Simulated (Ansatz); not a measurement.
# Be3ZnSe4: the cost of one run

Computed with Ansatz 0.2.0 (DFT PBE, scalar-relativistic, plane waves, PAW, unless a step's input says otherwise).

1 further run of the same task is left out (set aside as unsound or not needed).

## Step 1: The starting structure

The structure is orthorhombic, space group Amm2 (No. 38). The conventional cell has a = 3.755 Å, b = 7.527 Å, c = 10.675 Å, α = 90.00°, β = 90.00°, γ = 90.00°. Be (site symmetry m) is surrounded by 4 Se at 2.22 to 2.31 Å. Around Be (site symmetry mm2) lie 4 Se at 2.27 to 2.31 Å. Zn (site symmetry mm2) has 4 Se at 2.40 to 2.42 Å as nearest neighbours. Around Se (site symmetry m) lie 3 Be at 2.27 Å and 1 Zn at 2.42 Å. Around Se (site symmetry mm2) lie 2 Be at 2.22 Å and 2 Zn at 2.40 Å. Se (site symmetry mm2) is surrounded by 4 Be at 2.31 Å.

Coordinates:

```
CELL_PARAMETERS angstrom
3.75544 0.00000 0.00000
0.00000 3.76364 5.33772
0.00000 -3.76364 5.33772
ATOMIC_POSITIONS crystal
Be 0.00000 0.50039 0.99917
Be 0.50000 0.50040 0.50040
Be 0.00000 0.99917 0.50039
Zn 0.50000 0.00147 0.00147
Se 0.50000 0.39435 0.86840
Se 0.00000 0.86089 0.86089
Se 0.00000 0.37494 0.37494
Se 0.50000 0.86840 0.39435
```

It is the end of an earlier relaxation with the same method, from a generated guess; it is a trial structure. At a tolerance of 0.02 Å it has space group Amm2 (No. 38); it has 18.86 Å³/atom, an uncorrected energy of -0.74 eV/atom over the elements.

## Step 2: Bands, states and charges

The input, input.yaml:

```yaml
crystal:
  lattice:
    - [3.7554398265, 0.0, 0.0]
    - [0.0, 3.7636446439, 5.3377155643]
    - [0.0, -3.7636446439, 5.3377155643]
  atoms:
    - { symbol: Be, position: [0.0, 0.5003863364, 0.9991741892] }
    - { symbol: Be, position: [0.5, 0.5003969803, 0.5003969803] }
    - { symbol: Be, position: [0.0, 0.9991741892, 0.5003863364] }
    - { symbol: Zn, position: [0.5, 0.0014691993, 0.0014691993] }
    - { symbol: Se, position: [0.5, 0.3943471935, 0.8683964833] }
    - { symbol: Se, position: [0.0, 0.8608908232, 0.8608908232] }
    - { symbol: Se, position: [0.0, 0.3749387947, 0.3749387947] }
    - { symbol: Se, position: [0.5, 0.8683964833, 0.3943471935] }
basis:
  ecutwfc: 420
kpoints:
  mp_grid: { grid: [8, 6, 6] }
  band_path:
    path:
      - [[0.0, 0.0, 0.0], [0.0, 0.5, 0.5], [0.0, 0.62570708, 0.37429292]]
      - [[0.0, 0.37429292, -0.37429292], [0.0, 0.0, 0.0], [0.5, 0.0, 0.0], [0.5, 0.37429292, -0.37429292]]
      - [[0.5, 0.62570708, 0.37429292], [0.5, 0.5, 0.5], [0.0, 0.5, 0.5]]
      - [[0.0, 0.0, 0.0], [0.0, 0.5, 0.0], [0.5, 0.5, 0.0], [0.5, 0.0, 0.0], [0.5, 0.5, 0.5]]
    npoints: 14
hamiltonian:
  xc: pbe
scf:
  occupations: { method: gaussian, width: 0.02 }
  n_extra_bands: 20
output:
  forces: true
  stress: true
  eigenvalues: true
  populations: true
  dos: { projected: true, de: 0.02, nscf_kmesh: { grid: [12, 9, 9] } }
  bader: true
```

On the command line:

```bash
ansatz run input.yaml --threads 1 --pin off --max-ram 2560MiB --backend cpu --events-out ev --progress --plain --runs-dir out
```

What time and memory should one allow on 1 thread of Intel Xeon 6975P-C (Granite Rapids), shared host?

About 3.4 min, with a peak of 1.1 GiB.
